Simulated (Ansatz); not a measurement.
# RuBr2 (CdI2 type): equation of state

One table from this session's results is given with a row withheld; the runs are named, their logs left out.

Program: Ansatz 0.2.0. Level of theory: DFT PBEsol, scalar-relativistic, plane waves, PAW. These are calculated values, not measurements.

3 further runs of the same task are left out: 1 that didn't finish, 2 set aside as unsound or not needed.

## Starting point

The structure is trigonal, space group P-3m1 (No. 164). The conventional cell has a = 3.724 Å, b = 3.724 Å, c = 5.800 Å, α = 90.00°, β = 90.00°, γ = 120.00°. Around Ru (site symmetry -3m) lie 6 Br at 2.50 Å. Around Br (site symmetry 3m) lie 3 Ru at 2.50 Å.

As a file:

```cif
data_structure
_symmetry_space_group_name_H-M 'P 1'
_symmetry_Int_Tables_number 1
_cell_length_a 3.7242
_cell_length_b 3.7242
_cell_length_c 5.7996
_cell_angle_alpha 90.000
_cell_angle_beta 90.000
_cell_angle_gamma 120.000
_cell_volume 69.66
loop_
_atom_site_label
_atom_site_type_symbol
_atom_site_fract_x
_atom_site_fract_y
_atom_site_fract_z
_atom_site_occupancy
Ru1 Ru 0.00000 0.00000 0.00000 1
Br1 Br 0.33333 0.66667 0.22140 1
Br2 Br 0.66667 0.33333 0.77860 1
```

An earlier run at PBEsol left this cell at 23.221 Å³/atom and 0.00 GPa (10×10×6 mesh).

Volume factors to run: 0.980, 1.020, 0.960, 1.040.

The first run:

input.yaml

```yaml
crystal:
  lattice:
    - [3.6992501868, 0.0, 0.0]
    - [-1.8496250934, 3.2036446367, 0.0]
    - [0.0, 0.0, 5.7606324143]
  atoms:
    - { symbol: Ru, position: [0.0, 0.0, 0.0] }
    - { symbol: Br, position: [0.3333333333, 0.6666666667, 0.2214045506] }
    - { symbol: Br, position: [0.6666666667, 0.3333333333, 0.7785954494] }
basis:
  ecutwfc: 420
  ecutrho_ratio: 4
kpoints:
  mp_grid: { grid: [10, 10, 6] }
hamiltonian:
  xc: pbesol
scf:
  occupations: { method: gaussian, width: 0.05 }
output:
  forces: true
  stress: true
  eigenvalues: true
relax:
  f_tol: 0.01
  max_steps: 40
  cell: { stress_tol: 0.1, fix: [volume] }
```

Started as:

```
$ ansatz run input.yaml --threads 4 --pin off --max-ram 4096MiB --backend cpu --events-out ev --progress --plain --runs-dir out
```

Steps of the session up to this table: Scaling the volume by 0.980; Volume × 1.020; At 0.960 of the relaxed volume; At 1.040 of the relaxed volume.

One of the session's tables, all rows but one given; the rest of the session is left out.

It belongs to the step «The fit». 

```
volume (Å³/atom)  energy (meV/atom)  pressure (GPa)  gap (eV)
          22.292               1.52            0.65      0.77
          22.757               0.35            0.31      0.79
          23.221               0.00            0.00      0.81
          23.685                  ?               ?         ?
          24.150               0.80           -0.26      0.85
```

**Question.** Estimate the row for volume (Å³/atom) = 23.685.

Worked estimate for «energy (meV/atom)». A straight line through the neighbours (23.221, 0.00) and (24.150, 0.80) gives 0.00 + (0.80 − 0.00) × (23.685 − 23.221) / (24.150 − 23.221) = 0.40; a parabola fitted to 3 rows on both sides gives 0.15.

The run gave: energy (meV/atom): 0.23; pressure (GPa): -0.18; gap (eV): 0.83. In «energy (meV/atom)» the line misses by +0.17 and the parabola by -0.08.
